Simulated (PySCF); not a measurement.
# C4H9ClGeO: electronic excitations

What electronic excitations should C4H9ClGeO (`[Cl][GeH2][O]CC1CC1`) show?

Programs: PySCF 2.14.0, with density-fitted response routines of our own. Each step states its level of theory. These are calculated values for one molecule in the gas phase, unless marked as measured. Atoms count from 0, in the outputs and in this text.

## 1. The molecule as given

16 atoms, charge 0, multiplicity 1; geometry from: GFN2-xTB.

Bonds of the start (Å): Cl0–Ge1 2.10, Ge1–O2 1.74, O2–C3 1.42, C3–C4 1.51, C4–C5 1.50, C5–C6 1.50, C6–C4 1.50, Ge1–H7 1.50, Ge1–H8 1.51, C3–H9 1.10, C3–H10 1.10, C4–H11 1.08, C5–H12 1.08, C5–H13 1.08, C6–H14 1.08, C6–H15 1.08.

## 2. TDDFT and polarisability: B3LYP/def2-SVPD

Job settings and geometry (Å):

```
{"job": {"kind": "uv", "xc": "B3LYP", "basis": "def2-SVPD", "nstates": 8, "ntriplets": 3}, "charge": 0, "multiplicity": 1}
Cl     2.587858     1.596370     1.207112
Ge     2.342281     0.489616    -0.565452
O      1.507400    -0.993130    -0.183510
C      0.267188    -1.153111     0.478717
C     -0.880858    -0.560463    -0.297988
C     -2.107974    -0.097931     0.424069
C     -1.164996     0.906792    -0.163911
H      3.638828    -0.074979    -1.060673
H      1.599281     1.340666    -1.571544
H      0.132151    -2.234535     0.596008
H      0.310879    -0.697161     1.475653
H     -1.007495    -1.004667    -1.277719
H     -2.134228    -0.203402     1.497958
H     -3.066773    -0.243184    -0.049726
H     -0.553671     1.481547     0.518670
H     -1.477468     1.456517    -1.039074
```

Method: TDDFT B3LYP/def2-SVPD, vertical, gas phase, core orbitals frozen in the response.

Command:

```bash
OMP_NUM_THREADS=1 python probes_run.py task.json out
```

The driver reads the jobs from task.json and runs them one after another.

Predict these results of the whole session: lowest singlet (B3LYP/def2-SVPD); brightest single state of those computed; lowest triplet.

**Answer**, as computed:

| quantity | value |
| --- | --- |
| lowest singlet (B3LYP/def2-SVPD) | 6.55 eV (189 nm), f = 0.013 |
| brightest single state of those computed | state 7, 7.46 eV, f = 0.062 |
| lowest triplet | 6.32 eV |

In words: The first singlet state (HOMO→LUMO 0.97) lies at 6.55 eV and is weak; of the 8 states computed, the strongest absorption comes from state 7 at 7.46 eV. The lowest triplet lies 0.23 eV below the lowest singlet (triplets in Tamm-Dancoff, singlets in full TDDFT).
